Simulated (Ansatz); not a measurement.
# AsBH5N (SMILES NB[AsH2]): functionals against CCSD(T) at one geometry

A test off equilibrium: a structure displaced at random from a GFN2-xTB minimum is computed at several levels, and each is set against CCSD(T).

Program: Ansatz 0.2.0, Gaussian basis. Level of theory: single points in def2-TZVPP. These are calculated values, not measurements.

Cores are frozen in the correlated methods. Filled d shells of the heavier atoms are correlated.

### 1 Starting geometry

SMILES `NB[AsH2]`, 8 atoms, charge 0, spin multiplicity 1.

Atoms are counted from 1 here; the program's logs count them from 0.

Bond lengths: N1–B2 1.449 Å, N1–H4 0.997 Å, N1–H5 1.037 Å, B2–As3 2.071 Å, B2–H6 1.210 Å, As3–H7 1.567 Å, As3–H8 1.560 Å. Angles: B2–N1–H4 120.6°, B2–N1–H5 124.6°, H4–N1–H5 114.7°, N1–B2–As3 119.9°, N1–B2–H6 115.5°, As3–B2–H6 124.6°, B2–As3–H7 92.0°, B2–As3–H8 93.8°, H7–As3–H8 88.6°.

Coordinates:

```xyz
8

N    -1.1417    0.7665   -0.6097
B     0.1006    0.4353    0.0590
As    0.9083   -1.4616   -0.1418
H    -1.5885    0.1056   -1.2077
H    -1.6168    1.6861   -0.5491
H     0.5923    1.3247    0.7149
H     0.4494   -1.8699    1.3003
H     2.2896   -1.0506    0.4563
```

### 2 CCSD(T)/def2-TZVPP

Input file run/in.yaml:

```yaml
crystal:
  periodic: [false, false, false]
  atoms:
    - {symbol: N, position_ang: [-1.141700, 0.766500, -0.609700]}
    - {symbol: B, position_ang: [0.100600, 0.435300, 0.059000]}
    - {symbol: As, position_ang: [0.908300, -1.461600, -0.141800]}
    - {symbol: H, position_ang: [-1.588500, 0.105600, -1.207700]}
    - {symbol: H, position_ang: [-1.616800, 1.686100, -0.549100]}
    - {symbol: H, position_ang: [0.592300, 1.324700, 0.714900]}
    - {symbol: H, position_ang: [0.449400, -1.869900, 1.300300]}
    - {symbol: H, position_ang: [2.289600, -1.050600, 0.456300]}
basis:
  gaussian: {orbitals: def2-TZVPP}
correlation: {method: ccsd_t}
output: {forces: true}
```

No record of the launch command was kept for these runs.

### 3 PBE0-D4/def2-TZVPP

run/in.yaml, as its differences from that of step 2:

```diff
@@ -13,3 +13,3 @@
   gaussian: {orbitals: def2-TZVPP}
-correlation: {method: ccsd_t}
-output: {forces: true}
+hamiltonian: {xc: pbe0, dispersion: d4}
+output: {forces: true, orbitals: {seedname: orbitals}}
```

### 4 wB97M-V/def2-TZVPP

run/in.yaml, as its differences from that of step 3:

```diff
@@ -13,3 +13,3 @@
   gaussian: {orbitals: def2-TZVPP}
-hamiltonian: {xc: pbe0, dispersion: d4}
-output: {forces: true, orbitals: {seedname: orbitals}}
+hamiltonian: {xc: {name: wB97M-V}}
+output: {forces: true}
```

### 5 r2SCAN-D4/def2-TZVPP

run/in.yaml, as its differences from that of step 4:

```diff
@@ -13,3 +13,3 @@
   gaussian: {orbitals: def2-TZVPP}
-hamiltonian: {xc: {name: wB97M-V}}
+hamiltonian: {xc: r2scan, dispersion: d4}
 output: {forces: true}
```

### 6 PBE-D4/def2-TZVPP

run/in.yaml, as its differences from that of step 5:

```diff
@@ -13,3 +13,3 @@
   gaussian: {orbitals: def2-TZVPP}
-hamiltonian: {xc: r2scan, dispersion: d4}
+hamiltonian: {xc: pbe, dispersion: d4}
 output: {forces: true}
```

### 7 wB97X-V/def2-TZVPP

run/in.yaml, as its differences from that of step 6:

```diff
@@ -13,3 +13,3 @@
   gaussian: {orbitals: def2-TZVPP}
-hamiltonian: {xc: pbe, dispersion: d4}
+hamiltonian: {xc: {name: wB97X-V}}
 output: {forces: true}
```

### 8 r2SCAN0-D4/def2-TZVPP

run/in.yaml, as its differences from that of step 7:

```diff
@@ -13,3 +13,3 @@
   gaussian: {orbitals: def2-TZVPP}
-hamiltonian: {xc: {name: wB97X-V}}
+hamiltonian: {xc: {name: r2SCAN0}, dispersion: d4}
 output: {forces: true}
```

(Steps that only read results are left out.)

What does the calculation give? Wanted: energy less free atoms, CCSD(T)/def2-TZVPP; RMS force component; RMS force error; HOMO and LUMO, PBE0-D4; T1 diagnostic.

As calculated:

| quantity | value |
| --- | --- |
| energy less free atoms, CCSD(T)/def2-TZVPP | -25.555 eV |
| RMS force component | 0.670 to 0.790 eV/Å over the methods |
| RMS force error | PBE0-D4 0.095, wB97M-V 0.063, r2SCAN-D4 0.065, PBE-D4 0.193, wB97X-V 0.060, r2SCAN0-D4 0.122 eV/Å |
| HOMO and LUMO, PBE0-D4 | -7.04 and -0.54 eV |
| T1 diagnostic | 0.013 |

Against CCSD(T) the functionals' energies less atoms differ by -1.327 to -0.392 eV, PBE-D4 by -1.327 eV. A larger basis would deepen the CCSD(T) value, while the functionals are nearly converged already, so the order here is not reliable. For forces wB97X-V does best and PBE-D4 worst. Frozen-core CCSD(T) forces in triple zeta carry basis errors of their own, and this is one geometry, so small gaps rank nothing.
